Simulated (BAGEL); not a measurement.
# GaSiH7O (SMILES [SiH3][OH+][GaH3-]) at HF/6-31G(d) (density fitting with cc-pvqz-jkfit, spherical functions)

What is the vertical ionisation energy of GaSiH7O at HF/6-31G* (density fitting with cc-pvqz-jkfit, spherical functions)? 

The results are computed with BAGEL 1.2.2.

3 further runs of the same task are left out: 1 that didn't finish, 2 set aside as unsound or not needed.

## (1) The molecule

The species is GaSiH7O (10 atoms), meant as a singlet with charge 0. As SMILES, `[SiH3][OH+][GaH3-]`. Geometry: relaxed at PBE0-D4/def2-TZVP.

Bond lengths: Si1–O2 1.685 Å, O2–Ga3 2.176 Å, Si1–H4 1.485 Å, Si1–H5 1.480 Å, Si1–H6 1.475 Å, O2–H7 0.960 Å, Ga3–H8 1.571 Å, Ga3–H9 1.583 Å, Ga3–H10 1.578 Å. Some angles: Si1–O2–Ga3 118.1°, Si1–O2–H7 117.7°, Ga3–O2–H7 112.1°, O2–Si1–H4 106.7°, O2–Si1–H5 110.5°, O2–Si1–H6 105.9°, O2–Ga3–H8 100.1°, O2–Ga3–H9 92.2°, O2–Ga3–H10 95.6°, H4–Si1–H5 110.0°.

## (2) A single-point energy at HF/6-31G(d) (density fitting with cc-pvqz-jkfit, spherical functions)

Input file calc.json:

```json
{ "bagel" : [

{
  "title" : "molecule",
  "basis" : "6-31gs.json",
  "df_basis" : "cc-pvqz-jkfit",
  "angstrom" : "true",
  "geometry" : [
    { "atom" : "Si", "xyz" : [   -0.484700,    0.680100,   -1.289300 ] },
    { "atom" : "O", "xyz" : [   -0.772200,   -0.233700,    0.097500 ] },
    { "atom" : "Ga", "xyz" : [    0.882100,   -0.551000,    1.475200 ] },
    { "atom" : "H", "xyz" : [   -1.767100,    0.740000,   -2.035000 ] },
    { "atom" : "H", "xyz" : [    0.556000,    0.040700,   -2.124900 ] },
    { "atom" : "H", "xyz" : [   -0.069600,    2.013200,   -0.814500 ] },
    { "atom" : "H", "xyz" : [   -1.323900,   -1.014800,    0.010100 ] },
    { "atom" : "H", "xyz" : [    0.306600,    0.146600,    2.760300 ] },
    { "atom" : "H", "xyz" : [    1.885600,    0.253500,    0.552600 ] },
    { "atom" : "H", "xyz" : [    0.870300,   -2.125600,    1.370900 ] }
  ]
},
{
  "title" : "hf"
},
{
  "title" : "print",
  "file" : "orbitals.molden",
  "orbitals" : "true"
}

]}
```

The basis set 6-31G* is read from a file made from the Basis Set Exchange's data (not shown).

Command:

```
$ BAGEL_NUM_THREADS=1 BAGEL calc.json > calc.out
```

The program printed:

```text
* using 1 threads per process

  ===============================================================
  ===============================================================

  *** Geometry ***

  { "atom" : "Si", "xyz" : [     -0.915950,      1.285203,     -2.436424 ] },
  { "atom" : "O", "xyz" : [     -1.459247,     -0.441629,      0.184248 ] },
  { "atom" : "Ga", "xyz" : [      1.666927,     -1.041239,      2.787724 ] },
  { "atom" : "H", "xyz" : [     -3.339335,      1.398397,     -3.845593 ] },
  { "atom" : "H", "xyz" : [      1.050688,      0.076912,     -4.015479 ] },
  { "atom" : "H", "xyz" : [     -0.131525,      3.804397,     -1.539182 ] },
  { "atom" : "H", "xyz" : [     -2.501808,     -1.917694,      0.019086 ] },
  { "atom" : "H", "xyz" : [      0.579390,      0.277034,      5.216211 ] },
  { "atom" : "H", "xyz" : [      3.563268,      0.479046,      1.044263 ] },
  { "atom" : "H", "xyz" : [      1.644629,     -4.016802,      2.590626 ] },

  Number of auxiliary basis functions:      829

  Since a DF basis is specified, we compute 2- and 3-index integrals:
    o Being stored without compression. Storage requirement is 0.040 GB

  Number of basis functions:       78
  Number of electrons      :       60

    * METHOD: MOLECULE                             1.19

  *** RHF ***

  === Nuclear Repulsion ===
   256.1657874139

      * DIIS with orbital gradients will be used.

  === RHF iteration (6-31gs.json) ===
      0      -2290.67100652          0.01752696           0.22
      1      -2290.76747222          0.01140795           0.19
      2      -2290.81743255          0.00126267           0.21
      3      -2290.81867281          0.00012382           0.19
      4      -2290.81868498          0.00003688           0.19
      5      -2290.81868578          0.00001603           0.19
      6      -2290.81868588          0.00000420           0.20
      7      -2290.81868590          0.00000082           0.20
      8      -2290.81868590          0.00000015           0.19
      9      -2290.81868590          0.00000004           0.21
     10      -2290.81868590          0.00000001           0.20
    * SCF iteration converged.

    * Permanent dipole moment:
           (    0.980983,     0.023627,     1.166039) a.u.

    * METHOD: HF                                   2.67

    * METHOD: PRINT                                0.03

  ===============================================================
```

Wall time 4.5 s (1 thread of AMD EPYC 7R43 (Zen 3), shared host); peak memory 0.18 GiB.

## (3) The doublet cation, same level

Input file hf.json:

```json
{ "bagel" : [

{
  "title" : "molecule",
  "basis" : "6-31gs.json",
  "df_basis" : "cc-pvqz-jkfit",
  "angstrom" : true,
  "geometry" : [
    { "atom" : "Si", "xyz" : [      -0.484700,       0.680100,      -1.289300 ] },
    { "atom" : "O", "xyz" : [      -0.772200,      -0.233700,       0.097500 ] },
    { "atom" : "Ga", "xyz" : [       0.882100,      -0.551000,       1.475200 ] },
    { "atom" : "H", "xyz" : [      -1.767100,       0.740000,      -2.035000 ] },
    { "atom" : "H", "xyz" : [       0.556000,       0.040700,      -2.124900 ] },
    { "atom" : "H", "xyz" : [      -0.069600,       2.013200,      -0.814500 ] },
    { "atom" : "H", "xyz" : [      -1.323900,      -1.014800,       0.010100 ] },
    { "atom" : "H", "xyz" : [       0.306600,       0.146600,       2.760300 ] },
    { "atom" : "H", "xyz" : [       1.885600,       0.253500,       0.552600 ] },
    { "atom" : "H", "xyz" : [       0.870300,      -2.125600,       1.370900 ] }
  ]
},

{ "title" : "uhf", "charge" : 1, "nopen" : 1 },

{ "title" : "print", "file" : "orbitals.molden", "orbitals" : true }

]}
```

The basis set 6-31G* is read from a file made from the Basis Set Exchange's data (not shown).

Command:

```
$ BAGEL_NUM_THREADS=1 BAGEL hf.json > hf.out
```

The program printed:

```text
* using 1 threads per process

  ===============================================================
  ===============================================================

  *** Geometry ***

  { "atom" : "Si", "xyz" : [     -0.915950,      1.285203,     -2.436424 ] },
  { "atom" : "O", "xyz" : [     -1.459247,     -0.441629,      0.184248 ] },
  { "atom" : "Ga", "xyz" : [      1.666927,     -1.041239,      2.787724 ] },
  { "atom" : "H", "xyz" : [     -3.339335,      1.398397,     -3.845593 ] },
  { "atom" : "H", "xyz" : [      1.050688,      0.076912,     -4.015479 ] },
  { "atom" : "H", "xyz" : [     -0.131525,      3.804397,     -1.539182 ] },
  { "atom" : "H", "xyz" : [     -2.501808,     -1.917694,      0.019086 ] },
  { "atom" : "H", "xyz" : [      0.579390,      0.277034,      5.216211 ] },
  { "atom" : "H", "xyz" : [      3.563268,      0.479046,      1.044263 ] },
  { "atom" : "H", "xyz" : [      1.644629,     -4.016802,      2.590626 ] },

  Number of auxiliary basis functions:      829

  Since a DF basis is specified, we compute 2- and 3-index integrals:
    o Being stored without compression. Storage requirement is 0.040 GB

  Number of basis functions:       78
  Number of electrons      :       60

    * METHOD: MOLECULE                             1.28

  *** Open-shell HF ***

  === Nuclear Repulsion ===
   256.1657874139

      * DIIS with orbital gradients will be used.

  === UHF iteration (6-31gs.json) ===
      0      -2290.27253139          0.03564427           0.46
      1      -2290.39967498          0.02357213           0.45
      2      -2290.43461315          0.01565134           0.45
      3      -2290.45851199          0.00158885           0.47
      4      -2290.46004666          0.00079786           0.49
      5      -2290.46040155          0.00047657           0.47
      6      -2290.46057130          0.00019637           0.48
      7      -2290.46062765          0.00013625           0.53
      8      -2290.46066778          0.00012675           0.51
      9      -2290.46070822          0.00012410           0.57
     10      -2290.46074179          0.00012329           0.42
     11      -2290.46080637          0.00012235           0.48
     12      -2290.46093882          0.00012124           0.46
     13      -2290.46095883          0.00012040           0.39
     14      -2290.46111656          0.00012232           0.41
     15      -2290.46118362          0.00012449           0.42
     16      -2290.46155571          0.00016026           0.45
     17      -2290.46141681          0.00039055           0.39
     18      -2290.45847192          0.00185242           0.39
     19      -2290.46081417          0.00115204           0.38
     20      -2290.46123198          0.00011786           0.38
     21      -2290.46154365          0.00011591           0.44
     22      -2290.46077675          0.00103578           0.40
     23      -2290.46001827          0.00130249           0.42
     24      -2290.46187615          0.00012975           0.43
     25      -2290.45913567          0.00157161           0.46
     26      -2290.46209572          0.00011082           0.45
     27      -2290.46233969          0.00013431           0.42
     28      -2290.46246731          0.00018149           0.40
     29      -2290.46254638          0.00005822           0.41
     30      -2290.46264879          0.00024817           0.41
     31      -2290.46261439          0.00024631           0.43
     32      -2290.46258988          0.00005788           0.42
     33      -2290.46258632          0.00005544           0.46
     34      -2290.46259571          0.00005448           0.43
     35      -2290.46259883          0.00005516           0.41
     36      -2290.46262666          0.00005685           0.39
     37      -2290.46259078          0.00005655           0.38
     38      -2290.46270681          0.00005166           0.40
     39      -2290.46281421          0.00010757           0.41
     40      -2290.46277998          0.00041445           0.46
     41      -2290.46276442          0.00041523           0.40
     42      -2290.46281615          0.00006598           0.43
     43      -2290.46291501          0.00008569           0.42
     44      -2290.46294846          0.00004189           0.46
     45      -2290.46296004          0.00003593           0.41
     46      -2290.46290699          0.00042003           0.41
     47      -2290.46298639          0.00018957           0.42
     48      -2290.46297628          0.00020415           0.44
     49      -2290.46296899          0.00022944           0.47
     50      -2290.46297607          0.00010133           0.46
     51      -2290.46299649          0.00006381           0.42
     52      -2290.46300198          0.00002955           0.44
     53      -2290.46300716          0.00000870           0.41
     54      -2290.46300976          0.00001387           0.39
     55      -2290.46301019          0.00000385           0.41
     56      -2290.46301001          0.00000866           0.42
     57      -2290.46301032          0.00000269           0.44
     58      -2290.46301034          0.00000077           0.43
     59      -2290.46301035          0.00000016           0.53
     60      -2290.46301035          0.00000013           0.44
     61      -2290.46301035          0.00000004           0.47
     62      -2290.46301035          0.00000003           0.48
     63      -2290.46301035          0.00000002           0.42
     64      -2290.46301035          0.00000001           0.45
    * SCF iteration converged.

    * S^2 (UHF) is 0.7763

    * Permanent dipole moment:
           (    0.297691,     0.294272,    -1.074639) a.u.

    * METHOD: UHF                                 28.83

    * METHOD: PRINT                                0.04

  ===============================================================
```

Wall time 31 s (1 thread of AMD EPYC 7R43 (Zen 3), shared host); peak memory 0.18 GiB.

## (4) Outcome

Level: HF/6-31G* (density fitting with cc-pvqz-jkfit, spherical functions).

| quantity | value |
| --- | --- |
| singlet GaSiH7O: total energy | -2290.81869 Eh |
| singlet GaSiH7O: dipole moment | 3.87 D |
| singlet GaSiH7O: HOMO energy | -10.75 eV |
| singlet GaSiH7O: LUMO energy | 2.29 eV |
| singlet GaSiH7O: HOMO–LUMO gap | 13.04 eV |
| doublet cation: total energy | -2290.46301 Eh |
| doublet cation: ⟨S²⟩ | 0.776 |
| vertical ionisation energy (to the doublet cation) | 9.678 eV |

**Reading.** Removing an electron at fixed nuclei costs 9.68 eV (934 kJ/mol). −ε(HOMO) before ionisation, 10.75 eV, is 1.08 eV above this ionisation energy.
